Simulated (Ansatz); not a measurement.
Li3Ag, space group I4/mmm, a point defect in a supercell

Computed with Ansatz 0.2.0 through its Python package.

`li3ag_defect.py`:
```python
import ansatz as az
import numpy as np

lattice = az.Lattice.of(
    (-2.109125, 2.109125, 3.668584),
    (2.109125, -2.109125, 3.668584),
    (2.109125, 2.109125, -3.668584),
)
sites = [
    ('Li', (0.25, 0.75, 0.5)),
    ('Li', (0.75, 0.25, 0.5)),
    ('Li', (0.5, 0.5, 0.0)),
    ('Ag', (0.0, 0.0, 0.0)),
]
li3ag = az.Crystal(lattice=lattice)
for symbol, position in sites:
    li3ag = li3ag.atom(symbol, position)
host = li3ag.supercell(2, 2, 1)
defective = host.substitution('Na', at=(0.25, 0.75, 0.5), replaces='Li')

def settled(structure):
    return (
        structure.calculation()
        .pseudopotentials('paw')
        .functional('r2scan')
        .kpoints(2, 2, 4)
        .scf(tolerance=1e-07)
        .occupations(az.OccupationsMethod.COLD, width=0.05)
        .band_table()
    )


perfect = settled(host).run().report
calculation = (
    settled(defective)
    .relax(force_tolerance=0.03, max_steps=40)
)
done = calculation.run()
rep = done.report

n_host, n_defect = len(perfect['lattice']['sites']), len(rep['lattice']['sites'])
print(f'perfect cell: {n_host} atoms, F = {perfect["free_energy_ev"]:.4f} eV')
print(f'defect cell:  {n_defect} atoms, F = {rep["free_energy_ev"]:.4f} eV')
print(f'difference {rep["free_energy_ev"] - perfect["free_energy_ev"]:.4f} eV (no chemical potentials)')

for site in done.lattice.sites:
    print(f'{site.symbol:2s}', ' '.join(f'{v:8.4f}' for v in site.position_ang))

start = np.array([site.position for site in defective.resolved().sites])
step = np.array([site.position_frac for site in done.lattice.sites]) - start
moved = np.linalg.norm((step - np.round(step)) @ done.lattice.cell_ang, axis=1)
print('relaxation by atom (A):', ' '.join(f'{site.symbol}:{d:.3f}' for site, d in zip(done.lattice.sites, moved)))
```

```console
$ python li3ag_defect.py
DeckWarning: basis.ecutwfc = 500 eV, auto-derived from the records' recommended cutoffs: set by Li (their level for a meta-GGA)
DeckWarning: basis.ecutwfc = 500 eV, auto-derived from the records' recommended cutoffs: set by Na (their level for a meta-GGA)
perfect cell: 16 atoms, F = -32878.9796 eV
defect cell:  16 atoms, F = -34161.8594 eV
difference -1282.8797 eV (no chemical potentials)
Na   2.1170  -0.0079   1.8343
Li  -0.0488   2.1579   1.8343
Li  -0.1042   0.1042   3.6686
Ag  -0.1020   0.0194  -0.0674
Li   4.2294  -2.1103   5.5059
Li   2.1429   0.0381   5.4990
Li   2.1867  -2.1054   7.3983
Ag   2.2540  -2.2540   3.6686
Li   0.0012   2.0980   5.4998
Li  -2.1472   4.1845   5.5067
Li  -2.1129   2.0316   7.2760
Ag  -2.1183   2.1183   3.6686
Li   2.1021   0.0070   9.1715
Li   0.0467   2.0624   9.1715
Li   0.0093  -0.0093  11.0058
Ag  -0.0194   0.1020   7.4046
relaxation by atom (A): Na:0.011 Li:0.069 Li:0.147 Ag:0.124 Li:0.012 Li:0.051 Li:0.099 Ag:0.205 Li:0.012 Li:0.051 Li:0.099 Ag:0.013 Li:0.010 Li:0.066 Li:0.013 Ag:0.124
```
(Warnings from the package without file and line.)

Absolute energies stand on the zero of these potentials, so only differences at equal settings mean something. A total without «per atom» is that of the cell as typed. The mesh is modest for a metal, so energies can be off by several to tens of meV an atom and pressures by half a GPa or more; differences at equal mesh fare better. The relaxation stopped at 0.028 eV/Å, so the energy gained is a lower bound and displacements are uncertain. The difference holds no chemical potentials. Errors of mesh and smearing per atom add up over the supercell, so the energy can be off by tenths of an eV. This cell is a computed structure, which may not be the phase found in nature. The supercell is small, so the defect meets its images and the energies aren't those of an isolated defect; a partly filled defect level may also lower its energy by spin or distortion. For a charged cell the difference holds no correction, alignment or term for the electrons' reservoir. Run time: 2.7 min on 1 thread of Arm Neoverse V2, with other jobs on the host, peak memory 1.4 GiB.
